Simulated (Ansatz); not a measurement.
**AlGaHO (quartet): wave-function methods side by side at a displaced geometry (v2), cc-pVDZ**

An exercise on one series of results from a longer session: the logs are not shown, and one member is left open.

Program: Ansatz 0.2.0, Gaussian basis. Level of theory: cc-pVDZ, core rule «outside noble gas», up to 20 orbitals frozen. These are calculated values, not measurements.

To be run: UHF; CCSD(T) on ROHF; CCSD(T) on UHF; BCCD(T) on ROHF; CISD as a restricted active space (open shells left free, so some higher excitations enter); CCSDT(Q) on ROHF; CCSDT(Q) on UHF.

28 further runs of the same task are left out: 1 for a known fault of the program, 15 that didn't finish, 12 set aside as unsound or not needed. Runs told in other sessions of the task aren't counted.

### The geometry

The geometry is a PBE0/def2-TZVP stationary point (not a proven minimum) with its atoms shifted at random (size 0.100 Å). No spin-orbit coupling is included. The filled d shell of Ga may be among the frozen orbitals whatever the setting's name suggests.

4 atoms, charge 0, spin multiplicity 4.

Atoms are counted from 1 here; the program's logs count them from 0.

Bond lengths: Ga1–Al2 2.513 Å, Al2–O3 1.783 Å, Al2–H4 1.509 Å. Angles: Ga1–Al2–O3 117.9°, Ga1–Al2–H4 123.8°, O3–Al2–H4 116.7°.

Set-up of the first run:

Contents of in.yaml:

```yaml
crystal:
  periodic: [false, false, false]
  atoms:
    - {symbol: Ga, position_ang: [0.051584, -0.061678, 1.114230]}
    - {symbol: Al, position_ang: [-0.113290, 0.545248, -1.318575]}
    - {symbol: O, position_ang: [-0.036669, -0.773544, -2.515687]}
    - {symbol: H, position_ang: [0.046439, 1.949486, -1.846129]}
basis:
  gaussian: {orbitals: cc-pVDZ}
magnetization: {spin_polarized: true, initial_magnetization: 3}
hamiltonian: {xc: hf}
output: {orbitals: {seedname: orbitals}}
```

Run with:

```bash
ansatz run in.yaml --threads 1 --pin off --events-out ev --progress --plain --max-ram 2393MiB
```

Among the steps run: UHF; CCSD(T) on ROHF; CCSD(T) on UHF; BCCD(T) on ROHF; CISD as a restricted active space (open shells left free, so some higher excitations enter); CCSDT(Q) on ROHF; CCSDT(Q) on UHF.

One table of the session follows, with a row left open; its other results are not shown here.

| method | from UCCSDT(Q) (kcal/mol) |
| --- | --- |
| ROHF | +173.89 |
| UHF | +169.00 |
| RMP2 | ? |
| UMP2 | +27.52 |
| RCCSD | +5.51 |
| UCCSD | +5.16 |
| RCCSD(T) | +1.50 |
| UCCSD(T) | +1.29 |
| BCCD(T) | +1.47 |
| RCCSDT | +0.61 |
| UCCSDT | +0.38 |
| RCCSDT(Q) | +0.27 |
| UCCSDT(Q) | 0 |

Estimate the missing values for RMP2.

**Answer.** from UCCSDT(Q) (kcal/mol): +27.73. In the column «from UCCSDT(Q) (kcal/mol)» it lies between UMP2 (+27.52) and UHF (+169.00).

Not comparable, so not listed: CISD as a restricted active space (open shells left free, so some higher excitations enter) (they don't share determinant, frozen orbitals or solution with the rows shown, or repeat one).

Caveats from the session: Restricted and unrestricted rows rest on different reference determinants; a gap between their highest levels can come from leftover correlation error, from unlike frozen cores or from another state.
